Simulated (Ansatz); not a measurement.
GaP (charge +1), a test of scalar relativity

Program: the Ansatz DFT code, driven from Python.

Typed at the interpreter:
```pycon
>>> import ansatz
>>> import numpy as np
>>> SETTINGS = {
...     'xc': 'PBE0',
...     'charge': 1,
... }
>>> geometry_ang = [
...     ('Ga', (0.0, 0.0, 0.0)),
...     ('P', (0.0, 0.0, 2.37)),
... ]
>>> system = ansatz.Crystal.molecule()
>>> for symbol, xyz in geometry_ang:
...     system = system.atom(symbol, xyz)
...
>>> job = (
...     system.calculation()
...     .functional(SETTINGS['xc'])
...     .charge(SETTINGS['charge'])  # electrons removed from the neutral system
...     .spin('collinear', total=3)
...     .forces()  # eV per angstrom
... )
>>> # a set contracted for a scalar-relativistic Hamiltonian goes with the relativistic run
>>> sets = {'none': 'cc-pVTZ', 'scalar': 'cc-pVTZ-DK'}
>>> found = {kind: job.basis(gaussian=basis).pseudopotentials(relativity=kind).run().report for kind, basis in sets.items()}
>>> for kind, each in found.items():
...     dipole = 4.803205 * np.linalg.norm(each['charge_distribution']['dipole_moment_e_ang'])
...     print(f'{kind:7s} E = {each["free_energy_ev"]:.4f} eV  dipole {dipole:.3f} D  largest force component {np.abs(each["forces_ev_ang"]).max():.4f} eV/A')
...
none    E = -61648.1389 eV  dipole 0.070 D  largest force component 0.9281 eV/A
scalar  E = -62187.3247 eV  dipole 0.006 D  largest force component 0.9763 eV/A
>>> print(f'relativity lowers the total energy by {found["none"]["free_energy_ev"] - found["scalar"]["free_energy_ev"]:.3f} eV')
relativity lowers the total energy by 539.186 eV
```

What to keep in mind:
- Total energies depend on the basis set; only differences at equal settings carry meaning.
- The geometry is a force-field or estimated start, not a minimum of this method. The basis set changes with the Hamiltonian (a set recontracted for scalar relativity), and most of the change in the total lies in the cores.
- The run takes the species as open-shell (spin multiplicity 4), which needn't be its ground state.
- An ion's dipole depends on the origin; the program takes it about the centre of nuclear charge.
- The spin state was assumed, and another may lie lower.
- Run time: 6.6 s on 1 thread of Arm Neoverse V1, on a shared host, peak memory 0.22 GiB.
